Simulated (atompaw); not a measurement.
**A PAW (atompaw) potential for Pm, from input to tests**

Aim: build the potential from the settings below, then test how well it stands in for the atom: scattering, ghost states and the plane-wave cutoff that it needs.

Method: atompaw 4.2.0.5, PBEsol, scalar-relativistic.

## (1) Starting point

Typed settings, in words:

* element: promethium (Pm, Z = 61)
* type: PAW
* frozen core: [Kr] 4d10
* valence charge: 15
* reference configuration: 4f5 5s2 5p6 5d0 6s1 6p1
* partial waves: 5s (bound): rc 2.50 bohr; 6s (bound): rc 3.00 bohr; 5p (bound): rc 2.60 bohr; 6p (bound): rc 2.70 bohr; 5d (bound, empty): rc 3.00 bohr; 5d channel at 3.2 Ry: rc 3.00 bohr; 4f (bound): rc 1.35 bohr; 4f channel at 1.45 Ry: rc 1.35 bohr
* local potential: bessel scheme, radius 2.05 bohr
* core correction: smooth core density matched at 1.90 bohr
* augmentation charge: besselshape compensation charge, radius 2.75 bohr; PAW radius 3.00 bohr; waves and projectors: modrrkj vanderbiltortho

## (2) Generation

Pm.input

```
Pm 61
GGA-PBESOL scalarrelativistic loggrid 2001 logderivrange -5 5 251
6 6 5 4 0 0
6 0 1
6 1 1
5 2 0
4 3 5
0 0 0
c
c
c
c
v
v
c
c
c
v
v
c
c
v
v
3
3.00 2.75 2.05 1.90
n
n
y
3.2
n
y
1.45
n
modrrkj vanderbiltortho besselshape
bessel
2.50
3.00
2.60
2.70
3.00
3.00
1.35
1.35
PWSCFOUT
UPFDX 0.0125d0 UPFXMIN -7.d0 UPFZMESH 61.d0
END
```

The run is started by

```sh
$ atompaw < Pm.input > Pm.log
```

Before running it: what results should come out? Wanted: cutoffs for 10 and 1 mRy, occupied levels; bound ghosts; largest phase difference near zero energy, channels read; lowest eigenvalue of the overlap; share of valence orbitals outside the PAW sphere; UPF file.

The runs gave:

| quantity | value |
| --- | --- |
| cutoffs for 10 and 1 mRy, occupied levels | 90 Ry and 140 Ry |
| bound ghosts | none below the valence levels; a pole at negative energy in d is suspect |
| largest phase difference near zero energy, channels read | 3.075 rad |
| lowest eigenvalue of the overlap (Bessel basis) | 0.836 (s) |
| share of valence orbitals outside the PAW sphere | 5s 1 %, 6s 81 %, 5p 3 %, 6p 95 %, 5d 44 %, 4f 2 % |
| UPF file | written |

The potential is hard: the looser tolerance needs 90 Ry. The slowest occupied level is 4f: taken alone it needs 100 Ry to come within 1 mRy, against 12 Ry for 5p. The ghost test, which looks below the valence levels, finds nothing, but the pseudo curve has an extra pole at negative energy (d at -0.14 Ry): a spurious bound state among the atom's levels is likely, and the file can't be cleared. Near zero energy the largest phase difference among the channels read is 3.07 rad, in the d channel. A step near π is an extra or missing state, not a misfit of shape. The pseudo curves have a pole with no partner nearby in the atom's: d at -0.14 Ry.
